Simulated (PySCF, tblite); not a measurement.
# C₂H₇N₂Si₂ radical: geometry, infrared bands and EPR parameters

What infrared bands and EPR parameters should C₂H₇N₂Si₂ radical (`[C]#C[SiH2]N[SiH2]N`) show?

Computed with tblite 0.8.0 and PySCF 2.14.0, with density-fitted response routines of our own, on a single molecule in the gas phase. Atoms are numbered from 0 throughout.

### Step 1. Starting geometry

13 atoms, charge 0, multiplicity 2; geometry from: force field or distance geometry start.

Bonds of the start (Å): C0–C1 1.22, C1–Si2 1.82, Si2–N3 1.83, N3–Si4 1.82, Si4–N5 1.77, Si2–H6 1.46, Si2–H7 1.45, N3–H8 1.01, Si4–H9 1.48, Si4–H10 1.47, N5–H11 1.04, N5–H12 1.05.

### Step 2. Optimising the geometry with GFN2-xTB

Job settings and geometry (Å):

```
{"job": {"kind": "relax", "xc": "GFN2-xTB", "basis": "xTB"}, "charge": 0, "multiplicity": 2}
C      1.894000    -1.868000     1.251700
C      1.845100    -0.863700     0.564100
Si     1.779800     0.635100    -0.471800
N      0.141400     0.728000    -1.272600
Si    -0.844400    -0.488100    -0.334700
N     -2.582800    -0.190000    -0.444800
H      1.876600     1.798000     0.405100
H      2.798100     0.599900    -1.507000
H     -0.227400     1.667700    -1.181800
H     -0.400100    -0.302600     1.065100
H     -0.430100    -1.829200    -0.785900
H     -3.077600    -0.719000     0.301700
H     -2.777000     0.832400    -0.329300
```

Command:

```console
OMP_NUM_THREADS=1 python probes_run.py task.json out
```

The driver reads the jobs from task.json and runs them one after another.

**Question.** This job is followed by: GFN2-xTB harmonic vibrations, gas phase; UKS B3LYP, pcH-1 on C H N Si, non-relativistic, mean-field spin-orbit, GIAO. Predict these results of the whole session: strongest single infrared mode (GFN2-xTB); zero-point energy (GFN2-xTB); g(iso) (B3LYP); ⟨S²⟩; largest a(iso) (averaged by class); surface potential, 1st and 99th percentile.

**Answer**, as computed:

```
                                 quantity                  value
strongest single infrared mode (GFN2-xTB)  2257 cm⁻¹, 360 km/mol
             zero-point energy (GFN2-xTB)          51.1 kcal/mol
                           g(iso) (B3LYP)                2.00224
                                     ⟨S²⟩     0.769 (exact 0.75)
       largest a(iso) (averaged by class)   13C on C0, 857.6 MHz
    surface potential, 1st and 99th percentile     -1.03 V and 1.72 V
```

**Reading.** Relaxing lowered the energy by 1.089 eV in 173 steps; the close pair that moved most is Si2–N3, from 1.826 to 1.724 Å. All 33 modes are real, so the xTB geometry is a minimum. The strongest single mode, at 2257 cm⁻¹, moves mainly H6. GFN2-xTB is a fitted tight-binding method: band positions and strengths are rough. Its intensities can rank the bands wrongly. Most of the unpaired spin sits on C0 (1.10 e). The isotropic g lies 0.1 ppt below the free-electron value.
